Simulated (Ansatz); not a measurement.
# Al3C8: the cost of one run

Method: DFT PBE, scalar-relativistic, plane waves, PAW, in Ansatz 0.2.0.

### 1 Starting point

Symmetry: P6/mmm, No. 191, hexagonal system. The conventional cell has a = 4.912 Å, b = 4.912 Å, c = 3.016 Å, α = 90.00°, β = 90.00°, γ = 120.00°. Al (site symmetry mmm) is surrounded by 12 C at 2.07 Å. C (site symmetry mm2) has 3 C at 1.42 Å as nearest neighbours. C (site symmetry -6m2) is surrounded by 3 C at 1.42 Å.

Coordinates:

```cif
data_structure
_symmetry_space_group_name_H-M 'P6/mmm'
_symmetry_Int_Tables_number 191
_cell_length_a 4.9120
_cell_length_b 4.9120
_cell_length_c 3.0161
_cell_angle_alpha 90.000
_cell_angle_beta 90.000
_cell_angle_gamma 120.000
_cell_volume 63.02
loop_
_atom_site_label
_atom_site_type_symbol
_atom_site_symmetry_multiplicity
_atom_site_Wyckoff_symbol
_atom_site_fract_x
_atom_site_fract_y
_atom_site_fract_z
_atom_site_occupancy
Al1 Al 3 g 0.00000 0.50000 0.50000 1
C1 C 6 l 0.83333 0.66667 0.00000 1
C2 C 2 c 0.33333 0.66667 0.00000 1
```

The cell is invented: Al between sheets of the C type, stage 1 (P6/mmm, No. 191). Lengths come from tabulated atomic sizes and are only a guess.

### 2 A first look at the guess

Input file input.yaml:

```yaml
crystal:
  lattice:
    - [4.91203602, 0.0, 0.0]
    - [-2.45601801, 4.25394798, 0.0]
    - [0.0, 0.0, 3.01610688]
  atoms:
    - { symbol: Al, position: [0.0, 0.5, 0.5] }
    - { symbol: Al, position: [0.5, 0.0, 0.5] }
    - { symbol: Al, position: [0.5, 0.5, 0.5] }
    - { symbol: C, position: [0.83333333, 0.66666667, 0.0] }
    - { symbol: C, position: [0.83333333, 0.16666667, 0.0] }
    - { symbol: C, position: [0.33333333, 0.66666667, 0.0] }
    - { symbol: C, position: [0.33333333, 0.16666667, 0.0] }
    - { symbol: C, position: [0.66666667, 0.83333333, 0.0] }
    - { symbol: C, position: [0.66666667, 0.33333333, 0.0] }
    - { symbol: C, position: [0.16666667, 0.83333333, 0.0] }
    - { symbol: C, position: [0.16666667, 0.33333333, 0.0] }
basis:
  ecutwfc: 420
kpoints:
  mp_grid: { grid: [6, 6, 6] }
hamiltonian:
  xc: pbe
scf:
  occupations: { method: gaussian, width: 0.1 }
  lower_state_search: "off"
output:
  forces: true
  stress: true
  eigenvalues: true
```

Launch:

```sh
$ ansatz run input.yaml --threads 1 --pin off --max-ram 2560MiB --backend cpu --events-out ev --progress --plain --runs-dir out
```

What time and memory should one allow on 1 thread of Arm Neoverse V1, shared host?

About 4.6 s, with a peak of 0.39 GiB.
